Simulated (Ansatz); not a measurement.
# C3H7AlO: one species, many methods

How much do the methods differ for C3H7AlO? The plan is to run it at one geometry with functionals of several rungs and with coupled cluster, and see how far each lands from CCSD(T) at the basis-set limit for the atomisation energy.

Method: functionals in def2-TZVPP, the program's frozen cores in correlated methods; program: Ansatz 0.2.0, Gaussian basis.

The runs, in order: PBE-D4, r2SCAN-D4, PBE0-D4, B3LYP-D4, ωB97X-V, ωB97M-V, B2PLYP; CCSD(T)/def2-TZVPP; MP2/def2-QZVPP; extrapolation to the limit.

### 1 The geometry

The geometry comes from an earlier relaxation with PBE0-D4 in a triple-zeta def2 set; it is a stationary point, not always the lowest conformer.

12 atoms, charge 0, spin multiplicity 1.

Atoms are counted from 1 here; the program's logs count them from 0.

Bond lengths: C1–C2 1.487 Å, C1–H6 1.091 Å, C1–H7 1.095 Å, C1–H8 1.095 Å, C2–Al3 1.955 Å, C2–C4 1.462 Å, Al3–O5 1.951 Å, Al3–H9 1.584 Å, Al3–H10 1.586 Å, C4–O5 1.441 Å, C4–H11 1.088 Å, C4–H12 1.089 Å. Angles: C2–C1–H6 111.7°, C2–C1–H7 107.9°, C2–C1–H8 112.6°, H6–C1–H7 107.3°, H6–C1–H8 109.1°, H7–C1–H8 108.1°, C1–C2–Al3 134.7°, C1–C2–C4 119.0°, Al3–C2–C4 98.5°, C2–Al3–O5 47.9°, C2–Al3–H9 117.8°, C2–Al3–H10 117.0°, O5–Al3–H9 111.5°, O5–Al3–H10 110.1°, H9–Al3–H10 124.7° and more.

### 2 PBE-D4 (GGA)

Input file in.yaml:

```yaml
crystal:
  periodic: [false, false, false]
  atoms:
    - {symbol: C, position_ang: [-1.407817, 0.467064, 0.647622]}
    - {symbol: C, position_ang: [-0.174597, -0.233075, 0.199199]}
    - {symbol: Al, position_ang: [1.729244, -0.066632, 0.611759]}
    - {symbol: C, position_ang: [-0.058328, -0.636851, -1.200973]}
    - {symbol: O, position_ang: [0.655639, 0.574447, -0.885718]}
    - {symbol: H, position_ang: [-1.186807, 1.242707, 1.382657]}
    - {symbol: H, position_ang: [-2.053963, -0.269424, 1.136129]}
    - {symbol: H, position_ang: [-1.965536, 0.910732, -0.183689]}
    - {symbol: H, position_ang: [2.179069, 1.124205, 1.554109]}
    - {symbol: H, position_ang: [2.673683, -1.249813, 0.138037]}
    - {symbol: H, position_ang: [-0.891281, -0.446853, -1.875425]}
    - {symbol: H, position_ang: [0.577895, -1.471606, -1.489808]}
basis:
  gaussian: {orbitals: def2-TZVPP}
hamiltonian: {xc: pbe, dispersion: d4}
output: {forces: true, orbitals: {seedname: orbitals}}
```

On the command line:

```sh
$ ansatz run in.yaml --threads 4 --pin off --events-out ev --progress --plain --max-ram 10444MiB
```

Further steps of the session: r2SCAN-D4 (meta-GGA); PBE0-D4 (hybrid); B3LYP-D4 (hybrid); ωB97X-V (range-separated); ωB97M-V (range-separated); B2PLYP (double hybrid); CCSD(T) in def2-TZVPP; MP2 in def2-QZVPP.

Before running them: what should the planned runs give, taken together? Wanted: atomisation energy, CCSD(T)/CBS; farthest; mean size of error, hybrid; mean size of error, range-separated; gap, smallest and largest; T1 diagnostic; triples share of the correlation energy.

As calculated:

| quantity | value |
| --- | --- |
| atomisation energy, CCSD(T)/CBS | 4420.9 kJ/mol |
| functionals within 22.1 kJ/mol (0.5 %) | r2SCAN-D4, PBE0-D4, B3LYP-D4, ωB97X-V, ωB97M-V |
| farthest | PBE-D4 (+89.5 kJ/mol) |
| mean size of error, hybrid | 11.9 kJ/mol |
| mean size of error, range-separated | 12.7 kJ/mol |
| gap, smallest and largest | 5.34 eV (PBE-D4), 11.72 eV (ωB97X-V) |
| T1 diagnostic | 0.0131 |
| triples share of the correlation energy | 4.1 % |

PBE-D4 is off by +89.5 kJ/mol. Double hybrids carry the basis error of their MP2 part in triple zeta, and no dispersion term here, so their miss is partly the set-up's. Misses under about 22.1 kJ/mol are within the doubt on the reference itself, which lacks core-valence correlation, relativity and higher excitations. Hartree-Fock recovers 72 % of the binding; the rest is correlation. Orbital gaps span 5.3 to 11.7 eV; exact exchange widens them.
